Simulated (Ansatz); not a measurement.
# B3I2: the cost of one run

Computed with Ansatz 0.2.0 (DFT PBE, scalar-relativistic, plane waves, PAW, unless a step's input says otherwise).

## 1. Starting point

It takes space group Cmmm (No. 65, orthorhombic). Conventional cell: a = 4.554 Å, b = 7.437 Å, c = 7.195 Å, α = 90.00°, β = 90.00°, γ = 90.00°. Around B (site symmetry m2m) lie 2 I at 1.50 Å. Around B (site symmetry mmm) lie 8 B at 3.71 to 4.36 Å and 8 I at 4.21 Å. I (site symmetry 2/m) has 2 B at 1.50 Å as nearest neighbours.

Coordinates:

```
B I
1.0
     2.27718   -3.71841    0.00000
     2.27718    3.71841    0.00000
     0.00000    0.00000    7.19512
B I
3 2
Direct
  0.38041 0.61959 0.00000
  0.61959 0.38041 0.00000
  0.50000 0.50000 0.50000
  0.00000 0.50000 0.00000
  0.50000 0.00000 0.00000
```

This is candidate A: random cell with space group Cmmm (No. 65).

## 2. Rough relaxation on the coarse mesh (candidate A)

input.yaml reads:

```yaml
crystal:
  lattice:
    - [2.2771759636, -3.7184072046, 0.0]
    - [2.2771759636, 3.7184072046, 0.0]
    - [0.0, 0.0, 7.1951177858]
  atoms:
    - { symbol: B, position: [0.3804094371, 0.6195905629, 0.0] }
    - { symbol: B, position: [0.6195905629, 0.3804094371, 0.0] }
    - { symbol: B, position: [0.5, 0.5, 0.5] }
    - { symbol: I, position: [0.0, 0.5, 0.0] }
    - { symbol: I, position: [0.5, 0.0, 0.0] }
basis:
  ecutwfc: 420
kpoints:
  mp_grid: { grid: [4, 4, 4] }
hamiltonian:
  xc: pbe
scf:
  occupations: { method: gaussian, width: 0.1 }
  lower_state_search: "off"
output:
  forces: true
  stress: true
  eigenvalues: true
relax:
  adjacent_minimum: "off"
  f_tol: 0.04
  max_steps: 70
  cell: { stress_tol: 0.4 }
```

Started as:

```bash
> ansatz run input.yaml --threads 1 --pin off --max-ram 2560MiB --backend cpu --events-out ev --progress --plain --runs-dir out
```

Q: Estimate wall time and peak memory on 1 thread of Intel Xeon Platinum 8375C at 2.90GHz (Ice Lake), shared host.

About 2.4 min, with a peak of 0.45 GiB.
